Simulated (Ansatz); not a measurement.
# HfNH3+ (doublet): from Hartree-Fock to the top rungs, def2-SVP

An exercise on one series of results from a longer session: the logs are not shown, and one member is left open.

Computed with Ansatz 0.2.0, Gaussian basis. Level: def2-SVP, core rule «outside noble gas», up to 5 orbitals frozen.

Plan: UHF; CCSD(T) on ROHF; CCSD(T) on UHF; CISD; CCSDT(Q) on ROHF; CCSDT(Q) on UHF; CASSCF and NEVPT2, 9 electrons in 9 orbitals.

15 further runs of the same task are left out: 3 that didn't finish, 12 set aside as unsound or not needed.

### What is computed

The geometry is a PBE0/def2-TZVP stationary point (not a proven minimum) of the parent state, kept for this charge and spin. No spin-orbit coupling is included. Elements past krypton take def2 core potentials.

5 atoms, charge 1, spin multiplicity 2.

Atoms are counted from 1 here; the program's logs count them from 0.

Bond lengths: Hf1–N2 2.281 Å, N2–H3 1.023 Å, N2–H4 1.023 Å, N2–H5 1.023 Å. Angles: Hf1–N2–H3 115.1°, Hf1–N2–H4 115.1°, Hf1–N2–H5 101.7°, H3–N2–H4 107.6°, H3–N2–H5 108.4°, H4–N2–H5 108.4°.

Geometry (Å):

```
atom    x (Å)    y (Å)    z (Å)
 Hf1  -0.0001   0.0000   0.2042
  N2  -0.0078   0.0000  -2.0768
  H3  -0.4292  -0.8251  -2.5097
  H4  -0.4292   0.8251  -2.5097
  H5   0.9933   0.0000  -2.2871
```

Set-up of the first run:

The input, in.yaml:

```yaml
crystal:
  periodic: [false, false, false]
  atoms:
    - {symbol: Hf, position_ang: [-0.000149, 0.000000, 0.204230]}
    - {symbol: N, position_ang: [-0.007812, 0.000000, -2.076762]}
    - {symbol: H, position_ang: [-0.429202, -0.825099, -2.509661]}
    - {symbol: H, position_ang: [-0.429204, 0.825098, -2.509661]}
    - {symbol: H, position_ang: [0.993290, 0.000001, -2.287081]}
basis:
  gaussian: {orbitals: def2-SVP}
total_charge: 1
magnetization: {spin_polarized: true, initial_magnetization: 1}
hamiltonian: {xc: hf}
output: {orbitals: {seedname: orbitals}}
```

Launch:

```
> ansatz run in.yaml --threads 1 --pin off --events-out ev --progress --plain --max-ram 2393MiB
```

Steps of the session up to this table: UHF; CCSD(T) on ROHF; CCSD(T) on UHF; CISD; CCSDT(Q) on ROHF; CCSDT(Q) on UHF; CASSCF and NEVPT2, 9 electrons in 9 orbitals.

One table of the session follows, with a row left open; its other results are not shown here.

| method | from RCCSDT(Q) (kcal/mol) |
| --- | --- |
| ROHF | ? |
| UHF | +153.96 |
| RMP2 | +21.23 |
| UMP2 | +19.94 |
| RCCSD | +5.16 |
| UCCSD | +4.12 |
| RCCSD(T) | +1.11 |
| UCCSD(T) | +0.37 |
| RCCSDT | +0.29 |
| UCCSDT | -0.29 |
| RCCSDT(Q) | 0 |
| UCCSDT(Q) | -0.57 |
| CASSCF frontier | +94.87 |
| NEVPT2 frontier | +24.30 |

**Question.** Estimate the row for ROHF.

**Answer.** from RCCSDT(Q) (kcal/mol): +161.04. In the column «from RCCSDT(Q) (kcal/mol)» it is the highest.

Not comparable, so not listed: CISD (they don't share determinant, frozen orbitals or solution with the rows shown, or repeat one).

Caveats from the session: The determinant is far from a pure spin state, so its energy mixes those of several spin states (harmless only where they are near-degenerate, as at dissociation). Warnings: spin contamination; large T1 diagnostic. Restricted and unrestricted rows rest on different reference determinants; where their highest levels disagree by more than a few hundredths of an eV, they describe different states and don't form one ladder.
